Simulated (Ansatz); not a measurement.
# C2H5FOSi: the cost of one run

Method: RKS r2SCAN/def2-SVP, in Ansatz 0.2.0.

## (1) The structure to begin with

Bond lengths: F1–C2 1.303 Å, C2–C3 1.310 Å, C3–O4 1.363 Å, O4–Si5 1.614 Å, C2–H6 1.091 Å, C3–H7 1.143 Å, Si5–H8 1.455 Å, Si5–H9 1.521 Å, Si5–H10 1.481 Å. Angles: F1–C2–C3 119.4°, F1–C2–H6 113.3°, C3–C2–H6 127.3°, C2–C3–O4 127.4°, C2–C3–H7 121.1°, O4–C3–H7 111.4°, C3–O4–Si5 127.4°, O4–Si5–H8 113.3°, O4–Si5–H9 107.5°, O4–Si5–H10 107.5°, H8–Si5–H9 111.6°, H8–Si5–H10 110.0°, H9–Si5–H10 106.6°.

As a file:

```xyz
10

F    -2.6074    0.8492    0.3866
C    -1.4729    1.1366    0.9588
C    -0.3775    0.5512    0.5438
O    -0.2500   -0.3360   -0.4829
Si    1.0964   -1.0752   -0.9775
H    -1.5685    1.8685    1.7627
H     0.6292    0.7598    1.0426
H     0.8806   -1.9725   -2.1018
H     1.6821   -1.8087    0.2188
H     2.0712   -0.0241   -1.3482
```

## (2) End point A

File input.yaml:

```yaml
crystal:
  periodic: [false, false, false]
  atoms:
    - { symbol: F, position_ang: [-2.6074, 0.8492, 0.3866] }
    - { symbol: C, position_ang: [-1.4729, 1.1366, 0.9588] }
    - { symbol: C, position_ang: [-0.3775, 0.5512, 0.5438] }
    - { symbol: O, position_ang: [-0.25, -0.336, -0.4829] }
    - { symbol: Si, position_ang: [1.0964, -1.0752, -0.9775] }
    - { symbol: H, position_ang: [-1.5685, 1.8685, 1.7627] }
    - { symbol: H, position_ang: [0.6292, 0.7598, 1.0426] }
    - { symbol: H, position_ang: [0.8806, -1.9725, -2.1018] }
    - { symbol: H, position_ang: [1.6821, -1.8087, 0.2188] }
    - { symbol: H, position_ang: [2.0712, -0.0241, -1.3482] }
basis:
  gaussian: { orbitals: def2-SVP }
hamiltonian:
  xc: r2scan
relax:
  f_tol: 0.015
  max_steps: 40
output:
  orbitals: {}
```

Started as:

```sh
ansatz run input.yaml --threads 2 --pin off --max-ram 3072MiB --backend cpu --events-out ev --progress --plain --runs-dir out
```

**Question.** How long does this run take on 2 threads of Arm Neoverse V2, shared host, and how much memory does it need?

About 18 s, with a peak of 0.17 GiB.
